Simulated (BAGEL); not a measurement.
# One shape, several levels: triplet GaNH3OF

Wanted: a comparison of 3 runs (ROHF/6-31G*, UHF/6-31G*, ROHF/cc-pVDZ) of triplet GaNH3OF. 

Program for the calculation: BAGEL 1.2.2.

3 further runs of the same task are left out: 1 that didn't finish, 2 set aside as unsound or not needed.

## (1) The system as given

The species is GaNH3OF (7 atoms), meant as a triplet with charge 0. SMILES of the parent species: `[NH2][Ga]([OH])[F]`. The shape comes from GFN2-xTB, which is rough for such elements, and wasn't checked as a minimum. This is one conformer, not always the lowest. That shape belongs to the parent species and isn't relaxed for this state.

Bond lengths: N1–Ga2 1.834 Å, Ga2–O3 1.734 Å, Ga2–F4 1.755 Å, N1–H5 1.016 Å, N1–H6 1.015 Å, O3–H7 0.959 Å. Angles: N1–Ga2–O3 124.7°, N1–Ga2–F4 120.1°, O3–Ga2–F4 115.1°, Ga2–N1–H5 114.5°, Ga2–N1–H6 113.5°, Ga2–O3–H7 118.9°, H5–N1–H6 109.6°.

## (2) The energy at ROHF/6-31G(d) (density fitting with qzvpp-jkfit, spherical functions) (run 1)

The input, hf.json:

```json
{ "bagel": [

{
  "title": "molecule",
  "basis": "6-31gs.json",
  "df_basis": "qzvpp-jkfit",
  "angstrom": true,
  "geometry": [
    { "atom": "N", "xyz": [      -0.851490,       1.158230,      -0.376200 ] },
    { "atom": "Ga", "xyz": [       0.088290,      -0.390130,      -0.089880 ] },
    { "atom": "O", "xyz": [       1.675530,      -0.467200,       0.604310 ] },
    { "atom": "F", "xyz": [      -0.564390,      -1.928440,      -0.626470 ] },
    { "atom": "H", "xyz": [      -1.859620,       1.039050,      -0.412920 ] },
    { "atom": "H", "xyz": [      -0.620660,       1.898260,       0.278580 ] },
    { "atom": "H", "xyz": [       2.132330,      -1.309770,       0.622580 ] }
  ]
},

{ "title": "rohf", "charge": 0, "nopen": 2 },

{ "title": "print", "file": "orbitals.molden", "orbitals": true }

]}
```

The basis set 6-31G* is read from a file made from the Basis Set Exchange's data (not shown).

The run is started by

```console
$ BAGEL_NUM_THREADS=1 BAGEL hf.json > hf.out
```

Log:

```text
* using 1 threads per process

  ===============================================================
  ===============================================================

  *** Geometry ***

  { "atom" : "N", "xyz" : [     -1.609083,      2.188737,     -0.710915 ] },
  { "atom" : "Ga", "xyz" : [      0.166844,     -0.737239,     -0.169849 ] },
  { "atom" : "O", "xyz" : [      3.166293,     -0.882880,      1.141980 ] },
  { "atom" : "F", "xyz" : [     -1.066543,     -3.644223,     -1.183857 ] },
  { "atom" : "H", "xyz" : [     -3.514172,      1.963520,     -0.780306 ] },
  { "atom" : "H", "xyz" : [     -1.172877,      3.587192,      0.526440 ] },
  { "atom" : "H", "xyz" : [      4.029520,     -2.475107,      1.176506 ] },

  Number of auxiliary basis functions:      551

  Since a DF basis is specified, we compute 2- and 3-index integrals:
    o Being stored without compression. Storage requirement is 0.028 GB

  Number of basis functions:       80
  Number of electrons      :       58

    * METHOD: MOLECULE                             0.38

  *** Open-shell HF ***

  === Nuclear Repulsion ===
   295.7176864053

      * DIIS with orbital gradients will be used.

  === ROHF iteration (6-31gs.json) ===
      0      -2153.00579443          0.04990417           0.23
      1      -2153.18212828          0.03781025           0.23
      2      -2153.26752034          0.02674360           0.23
      3      -2153.34925488          0.00144266           0.23
      4      -2153.35082623          0.00096789           0.23
      5      -2153.35176464          0.00054156           0.23
      6      -2153.35252189          0.00038366           0.23
      7      -2153.35312457          0.00025708           0.23
      8      -2153.35334502          0.00017604           0.23
      9      -2153.35345981          0.00012887           0.23
     10      -2153.35354041          0.00008442           0.23
     11      -2153.35355091          0.00004693           0.22
     12      -2153.35355480          0.00002711           0.23
     13      -2153.35355422          0.00001607           0.23
     14      -2153.35355433          0.00000922           0.24
     15      -2153.35355414          0.00000511           0.21
     16      -2153.35355423          0.00000322           0.22
     17      -2153.35355420          0.00000196           0.22
     18      -2153.35355416          0.00000128           0.22
     19      -2153.35355411          0.00000095           0.22
     20      -2153.35355411          0.00000064           0.22
     21      -2153.35355410          0.00000039           0.22
     22      -2153.35355409          0.00000022           0.22
     23      -2153.35355409          0.00000012           0.22
     24      -2153.35355408          0.00000008           0.22
     25      -2153.35355408          0.00000004           0.22
     26      -2153.35355408          0.00000002           0.22
     27      -2153.35355408          0.00000002           0.22
     28      -2153.35355408          0.00000001           0.22
     29      -2153.35355408          0.00000001           0.22
    * SCF iteration converged.

    * S^2 (ROHF) is 2.0000

    * Permanent dipole moment:
           (    0.513594,    -1.824106,     0.818278) a.u.

    * METHOD: ROHF                                 7.05

    * METHOD: PRINT                                0.01

  ===============================================================
```

It took 7.8 s on 1 thread of Arm Neoverse V2, shared host; peak memory 0.13 GiB.

## (3) A single-point energy at UHF/6-31G(d) (density fitting with qzvpp-jkfit, spherical functions) (run 2)

The input, input.json:

```json
{ "bagel": [

{
  "title": "molecule",
  "basis": "6-31gs.json",
  "df_basis": "qzvpp-jkfit",
  "angstrom": true,
  "geometry": [
    { "atom": "N", "xyz": [   -0.851490,    1.158230,   -0.376200 ] },
    { "atom": "Ga", "xyz": [    0.088290,   -0.390130,   -0.089880 ] },
    { "atom": "O", "xyz": [    1.675530,   -0.467200,    0.604310 ] },
    { "atom": "F", "xyz": [   -0.564390,   -1.928440,   -0.626470 ] },
    { "atom": "H", "xyz": [   -1.859620,    1.039050,   -0.412920 ] },
    { "atom": "H", "xyz": [   -0.620660,    1.898260,    0.278580 ] },
    { "atom": "H", "xyz": [    2.132330,   -1.309770,    0.622580 ] }
  ]
},
{ "title": "uhf", "nopen": 2 },
{ "title": "print", "file": "orbitals.molden", "orbitals": true }

]}
```

The basis set 6-31G* is read from a file made from the Basis Set Exchange's data (not shown).

The run is started by

```console
$ BAGEL_NUM_THREADS=1 BAGEL input.json > input.out
```

Log:

```text
* using 1 threads per process

  ===============================================================
  ===============================================================

  *** Geometry ***

  { "atom" : "N", "xyz" : [     -1.609083,      2.188737,     -0.710915 ] },
  { "atom" : "Ga", "xyz" : [      0.166844,     -0.737239,     -0.169849 ] },
  { "atom" : "O", "xyz" : [      3.166293,     -0.882880,      1.141980 ] },
  { "atom" : "F", "xyz" : [     -1.066543,     -3.644223,     -1.183857 ] },
  { "atom" : "H", "xyz" : [     -3.514172,      1.963520,     -0.780306 ] },
  { "atom" : "H", "xyz" : [     -1.172877,      3.587192,      0.526440 ] },
  { "atom" : "H", "xyz" : [      4.029520,     -2.475107,      1.176506 ] },

  Number of auxiliary basis functions:      551

  Since a DF basis is specified, we compute 2- and 3-index integrals:
    o Being stored without compression. Storage requirement is 0.028 GB

  Number of basis functions:       80
  Number of electrons      :       58

    * METHOD: MOLECULE                             0.33

  *** Open-shell HF ***

  === Nuclear Repulsion ===
   295.7176864053

      * DIIS with orbital gradients will be used.

  === UHF iteration (6-31gs.json) ===
      0      -2153.00579443          0.04990417           0.22
      1      -2153.18738067          0.03772997           0.22
      2      -2153.27362740          0.02664525           0.22
      3      -2153.35458529          0.00142666           0.22
      4      -2153.35627069          0.00094387           0.22
      5      -2153.35727092          0.00053908           0.22
      6      -2153.35809183          0.00039366           0.22
      7      -2153.35880107          0.00025229           0.22
      8      -2153.35906235          0.00016518           0.22
      9      -2153.35917288          0.00011120           0.22
     10      -2153.35922833          0.00006887           0.22
     11      -2153.35923811          0.00003895           0.22
     12      -2153.35924071          0.00002108           0.22
     13      -2153.35924129          0.00001265           0.22
     14      -2153.35924151          0.00000748           0.22
     15      -2153.35924157          0.00000437           0.22
     16      -2153.35924161          0.00000222           0.22
     17      -2153.35924161          0.00000141           0.22
     18      -2153.35924162          0.00000090           0.22
     19      -2153.35924162          0.00000058           0.22
     20      -2153.35924162          0.00000041           0.22
     21      -2153.35924162          0.00000022           0.22
     22      -2153.35924162          0.00000012           0.22
     23      -2153.35924162          0.00000008           0.22
     24      -2153.35924162          0.00000005           0.22
     25      -2153.35924162          0.00000003           0.22
     26      -2153.35924162          0.00000002           0.22
     27      -2153.35924162          0.00000001           0.22
     28      -2153.35924162          0.00000001           0.22
    * SCF iteration converged.

    * S^2 (UHF) is 2.0123

    * Permanent dipole moment:
           (    0.532443,    -1.854117,     0.823138) a.u.

    * METHOD: UHF                                  6.62

    * METHOD: PRINT                                0.01

  ===============================================================
```

It took 7.2 s on 1 thread of Arm Neoverse V2, shared host; peak memory 0.13 GiB.

## (4) A single-point energy at ROHF/cc-pVDZ (density fitting with qzvpp-jkfit) (run 3)

The input, input.json:

```json
{ "bagel" : [

{
  "title" : "molecule",
  "basis" : "cc-pvdz.json",
  "df_basis" : "qzvpp-jkfit",
  "angstrom" : true,
  "geometry" : [
    { "atom" : "N", "xyz" : [   -0.851490,    1.158230,   -0.376200 ] },
    { "atom" : "Ga", "xyz" : [    0.088290,   -0.390130,   -0.089880 ] },
    { "atom" : "O", "xyz" : [    1.675530,   -0.467200,    0.604310 ] },
    { "atom" : "F", "xyz" : [   -0.564390,   -1.928440,   -0.626470 ] },
    { "atom" : "H", "xyz" : [   -1.859620,    1.039050,   -0.412920 ] },
    { "atom" : "H", "xyz" : [   -0.620660,    1.898260,    0.278580 ] },
    { "atom" : "H", "xyz" : [    2.132330,   -1.309770,    0.622580 ] }
  ]
},
{
  "title" : "rohf",
  "nopen" : 2
},
{
  "title" : "print",
  "file" : "orbitals.molden",
  "orbitals" : true
}

]}
```

The basis set cc-pVDZ is read from a file made from the Basis Set Exchange's data (not shown).

The run is started by

```console
$ BAGEL_NUM_THREADS=1 BAGEL input.json > input.out
```

Log:

```text
* using 1 threads per process

  ===============================================================
  ===============================================================

  *** Geometry ***

  { "atom" : "N", "xyz" : [     -1.609083,      2.188737,     -0.710915 ] },
  { "atom" : "Ga", "xyz" : [      0.166844,     -0.737239,     -0.169849 ] },
  { "atom" : "O", "xyz" : [      3.166293,     -0.882880,      1.141980 ] },
  { "atom" : "F", "xyz" : [     -1.066543,     -3.644223,     -1.183857 ] },
  { "atom" : "H", "xyz" : [     -3.514172,      1.963520,     -0.780306 ] },
  { "atom" : "H", "xyz" : [     -1.172877,      3.587192,      0.526440 ] },
  { "atom" : "H", "xyz" : [      4.029520,     -2.475107,      1.176506 ] },

  Number of auxiliary basis functions:      551

  Since a DF basis is specified, we compute 2- and 3-index integrals:
    o Being stored without compression. Storage requirement is 0.031 GB

  Number of basis functions:       84
  Number of electrons      :       58

    * METHOD: MOLECULE                             0.32

  *** Open-shell HF ***

  === Nuclear Repulsion ===
   295.7176864053

      * DIIS with orbital gradients will be used.

  === ROHF iteration (cc-pvdz.json) ===
      0      -2153.25705288          0.03794479           0.24
      1      -2153.45078824          0.03048717           0.23
      2      -2153.54205591          0.01964308           0.24
      3      -2153.62402919          0.00145849           0.23
      4      -2153.62585657          0.00083858           0.24
      5      -2153.62668997          0.00058033           0.24
      6      -2153.62754124          0.00047214           0.23
      7      -2153.62856375          0.00033848           0.24
      8      -2153.62896028          0.00023546           0.23
      9      -2153.62920924          0.00017099           0.23
     10      -2153.62932649          0.00011016           0.24
     11      -2153.62936417          0.00006341           0.24
     12      -2153.62936720          0.00004273           0.23
     13      -2153.62937032          0.00002090           0.24
     14      -2153.62937041          0.00001033           0.24
     15      -2153.62937065          0.00000672           0.24
     16      -2153.62937068          0.00000413           0.24
     17      -2153.62937072          0.00000271           0.24
     18      -2153.62937075          0.00000114           0.23
     19      -2153.62937069          0.00000066           0.23
     20      -2153.62937066          0.00000046           0.24
     21      -2153.62937065          0.00000025           0.24
     22      -2153.62937065          0.00000009           0.24
     23      -2153.62937064          0.00000004           0.23
     24      -2153.62937064          0.00000003           0.23
     25      -2153.62937064          0.00000002           0.23
     26      -2153.62937064          0.00000001           0.23
     27      -2153.62937064          0.00000001           0.23
    * SCF iteration converged.

    * S^2 (ROHF) is 2.0000

    * Permanent dipole moment:
           (    0.509144,    -1.999024,     0.834453) a.u.

    * METHOD: ROHF                                 6.83

    * METHOD: PRINT                                0.01

  ===============================================================
```

Wall time 7.5 s (1 thread of Arm Neoverse V2, shared host); peak memory 0.14 GiB.

## (5) Overview of the runs

```csv
run,level,energy (Eh),dipole moment (D),⟨S²⟩,wall time
1,"ROHF/6-31G* (density fitting with qzvpp-jkfit, spherical functions)",-2153.353554,5.25,2.000,7.8 s
2,"UHF/6-31G* (density fitting with qzvpp-jkfit, spherical functions)",-2153.359242,5.33,2.012,7.2 s
3,ROHF/cc-pVDZ (density fitting with qzvpp-jkfit),-2153.629371,5.66,2.000,7.5 s
```

## (6) Summary of results

| quantity | value |
| --- | --- |
| run 3: total energy | -2153.62937 Eh |
| run 3: dipole moment | 5.66 D |
| run 3: ⟨S²⟩ | 2.000 |

What this shows: The dipole moment (its size) runs from 5.25 D (ROHF/6-31G*) to 5.66 D (ROHF/cc-pVDZ). All runs together took 23 s, the longest 7.8 s.
